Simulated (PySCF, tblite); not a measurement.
# C₄H₁₃FN₂Si₂: geometry, infrared bands and NMR shifts

Wanted: the infrared bands and NMR shifts of C₄H₁₃FN₂Si₂ (`C[C@@H]1N[SiH2]N(C)[SiH2][C@H]1F`), by calculation.

Programs: tblite 0.8.0 and PySCF 2.14.0, with density-fitted response routines of our own. Each step states its level of theory. These are calculated values for one molecule in the gas phase, unless marked as measured. Atoms are numbered from 0 throughout.

### Step 1. The molecule as given

22 atoms, charge 0, multiplicity 1; geometry from: force field or distance geometry start.

Bonds of the start (Å): C0–C1 1.51, C1–N2 1.42, N2–Si3 1.75, Si3–N4 1.78, N4–C5 1.43, N4–Si6 1.76, Si6–C7 1.82, C7–F8 1.40, C7–C1 1.49, C0–H9 1.11, C0–H10 1.12, C0–H11 1.11, C1–H12 1.14, N2–H13 1.05, Si3–H14 1.48, Si3–H15 1.50, C5–H16 1.12, C5–H17 1.12, C5–H18 1.10, Si6–H19 1.48, Si6–H20 1.48, C7–H21 1.12.

### Step 2. Optimising the geometry with GFN2-xTB

The job: settings as JSON, then the geometry in Å.

```
{"job": {"kind": "relax", "xc": "GFN2-xTB", "basis": "xTB"}, "charge": 0, "multiplicity": 1}
C     -2.907500     0.004300     0.064900
C     -1.427600     0.045100     0.385800
N     -0.949300     1.254600    -0.183500
Si     0.756500     1.609900    -0.045600
N      1.769200     0.243600    -0.561800
C      2.973300     0.240800     0.215900
Si     0.943900    -1.306200    -0.398700
C     -0.865300    -1.214100    -0.177600
F     -1.292600    -2.269600     0.631300
H     -3.503600    -0.548600     0.814200
H     -2.968200    -0.444200    -0.959100
H     -3.290800     1.037200    -0.038300
H     -1.374800     0.019900     1.521200
H     -1.312400     1.337300    -1.160300
H      1.050300     2.731200    -0.959700
H      1.148600     2.101500     1.312800
H      2.799700     0.889000     1.114300
H      3.196100    -0.803500     0.566600
H      3.791500     0.615800    -0.416200
H      1.207500    -2.063600    -1.636700
H      1.603900    -2.063900     0.690600
H     -1.358800    -1.397200    -1.166100
```

Run with:

```sh
OMP_NUM_THREADS=1 python probes_run.py task.json out
```

This one command runs all jobs of the session in turn.

**Question.** This job is followed by: GFN2-xTB harmonic vibrations, gas phase; GIAO PBE0/pcSseg-1 NMR shielding, non-relativistic, gas phase. Predict these results of the whole session: strongest single infrared mode (GFN2-xTB); zero-point energy (GFN2-xTB); 13C shifts against TMS (PBE0/pcSseg-1); 1H shifts against TMS (PBE0/pcSseg-1, means over atoms taken as alike); 15N shifts against NH3 (PBE0/pcSseg-1); 29Si shifts against TMS (PBE0/pcSseg-1); 19F shifts against CFCl3 (PBE0/pcSseg-1).

The runs gave:

```
                                                              quantity                                                     value
                             strongest single infrared mode (GFN2-xTB)                                     2205 cm⁻¹, 466 km/mol
                                          zero-point energy (GFN2-xTB)                                            104.8 kcal/mol
                                13C shifts against TMS (PBE0/pcSseg-1)                                91.9, 51.1, 30.2, 24.5 ppm
1H shifts against TMS (PBE0/pcSseg-1, means over atoms taken as alike)  5.08, 5.04, 4.84, 4.79, 4.03, 3.16, 2.65, 1.37, 0.04 ppm
                                15N shifts against NH3 (PBE0/pcSseg-1)                                             40.3, 7.4 ppm
                               29Si shifts against TMS (PBE0/pcSseg-1)                                          -32.9, -35.1 ppm
                              19F shifts against CFCl3 (PBE0/pcSseg-1)                                                -243.5 ppm
```

What this shows: The optimisation took 97 steps and gained 1.325 eV; among the close pairs (by a distance rule), Si6–C7 changed most, from 1.825 to 1.916 Å. No mode is imaginary among the 60: a minimum at this level. The strongest single mode, at 2205 cm⁻¹, moves mainly H15. Unscaled tight-binding wavenumbers are off by several per cent, some by more. Its intensities can rank the bands wrongly. C7 (sp3 CH bonded to F and Si) lies farthest downfield among carbon, at 91.9 ppm; deshielded by the electronegative neighbour.
